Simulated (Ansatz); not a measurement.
# Rb16H: the cost of one run

Program: Ansatz 0.2.0. Level of theory: DFT PBEsol, plane waves, PAW, scalar-relativistic, no spin polarisation. These are calculated values, not measurements.

## (1) The structure to begin with

The cell holds 17 atoms (HRb16): a = 11.180 Å, b = 11.180 Å, c = 11.180 Å, α = 90.00°, β = 90.00°, γ = 90.00°.

Its coordinates follow in the input file.

## (2) End point A

input.yaml reads:

```yaml
crystal:
  lattice:
    - [11.18, 0.0, 0.0]
    - [0.0, 11.18, 0.0]
    - [0.0, 0.0, 11.18]
  atoms:
    - { symbol: Rb, position: [0.0, 0.0, 0.0] }
    - { symbol: Rb, position: [0.5, 0.0, 0.0] }
    - { symbol: Rb, position: [0.0, 0.5, 0.0] }
    - { symbol: Rb, position: [0.0, 0.0, 0.5] }
    - { symbol: Rb, position: [0.25, 0.25, 0.25] }
    - { symbol: Rb, position: [0.5, 0.5, 0.0] }
    - { symbol: Rb, position: [0.5, 0.0, 0.5] }
    - { symbol: Rb, position: [0.75, 0.25, 0.25] }
    - { symbol: Rb, position: [0.0, 0.5, 0.5] }
    - { symbol: Rb, position: [0.25, 0.75, 0.25] }
    - { symbol: Rb, position: [0.25, 0.25, 0.75] }
    - { symbol: Rb, position: [0.5, 0.5, 0.5] }
    - { symbol: Rb, position: [0.75, 0.75, 0.25] }
    - { symbol: Rb, position: [0.75, 0.25, 0.75] }
    - { symbol: Rb, position: [0.25, 0.75, 0.75] }
    - { symbol: Rb, position: [0.75, 0.75, 0.75] }
    - { symbol: H, position: [0.8822634, 0.0046215, 0.2476021] }
basis:
  ecutwfc: 420.0
kpoints:
  mp_grid: { grid: [2, 2, 2] }
hamiltonian:
  xc: pbesol
scf:
  occupations: { method: fermi_dirac, width: 0.15 }
  lower_state_search: "off"
relax:
  f_tol: 0.03
  max_steps: 60
  adjacent_minimum: "off"
output:
  write_density: true
  write_potential: true
  elf: true
  volumetric_format: npy
```

On the command line:

```
$ ansatz run input.yaml --threads 4 --pin off --max-ram 10240MiB --backend cpu --events-out ev --progress --plain --runs-dir out
```

**Question.** How long does this run take on 4 threads of Intel Xeon Platinum 8488C (Sapphire Rapids), shared host, and how much memory does it need?

About 64 s, with a peak of 3 GiB.
